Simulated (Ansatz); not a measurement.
# Cl4FHTi: the cost of one run

Program: Ansatz 0.2.0. Level of theory: RKS BHLYP-D4/def2-SVP. These are calculated values, not measurements.

### 1 The structure to begin with

Bond lengths: Ti1–Cl2 2.720 Å, Ti1–Cl3 2.370 Å, Ti1–Cl4 2.368 Å, Ti1–Cl5 2.368 Å, Ti1–F6 2.130 Å. Angles: Cl2–Ti1–Cl3 109.4°, Cl2–Ti1–Cl4 109.5°, Cl2–Ti1–Cl5 109.5°, Cl2–Ti1–F6 71.6°, Cl3–Ti1–Cl4 109.5°, Cl3–Ti1–Cl5 109.5°, Cl3–Ti1–F6 178.9°, Cl4–Ti1–Cl5 109.5°, Cl4–Ti1–F6 70.0°, Cl5–Ti1–F6 70.0°.

Coordinates:

```xyz
7

Ti    0.0000    0.0000    0.0000
Cl    0.0000    0.0000    2.7200
Cl    2.2349    0.0000   -0.7892
Cl   -1.1163    1.9339   -0.7892
Cl   -1.1163   -1.9339   -0.7892
F    -2.0213    0.0000    0.6716
H    -1.4923    0.0000    1.8444
```

### 2 Pulling towards end A

Springs on the bonds that form and break draw the guess towards this end; the thresholds are loose.

Input file input.yaml:

```yaml
crystal:
  periodic: [false, false, false]
  atoms:
    - { symbol: Ti, position_ang: [0.0, 0.0, 0.0] }
    - { symbol: Cl, position_ang: [0.0, 0.0, 2.72] }
    - { symbol: Cl, position_ang: [2.2349, 0.0, -0.7892] }
    - { symbol: Cl, position_ang: [-1.1163, 1.9339, -0.7892] }
    - { symbol: Cl, position_ang: [-1.1163, -1.9339, -0.7892] }
    - { symbol: F, position_ang: [-2.0213, 0.0, 0.6716] }
    - { symbol: H, position_ang: [-1.4923, 0.0, 1.8444] }
basis:
  gaussian: { orbitals: def2-SVP }
hamiltonian:
  xc: { name: BHLYP }
  dispersion: d4
relax:
  f_tol: 0.15
  max_steps: 25
  restrain:
    - { distance: [0, 5], at: 3.03, k: 30.0 }
    - { distance: [6, 1], at: 2.57, k: 30.0 }
    - { distance: [0, 1], at: 2.37, k: 30.0 }
    - { distance: [6, 5], at: 0.92, k: 30.0 }
output:
  orbitals: {}
```

Launch:

```console
ansatz run input.yaml --threads 4 --pin off --max-ram 5120MiB --backend cpu --events-out ev --progress --plain --runs-dir out
```

**Question.** How long does this run take on 4 threads of Arm Neoverse V1, shared host, and how much memory does it need?

About 26 s, with a peak of 0.37 GiB.
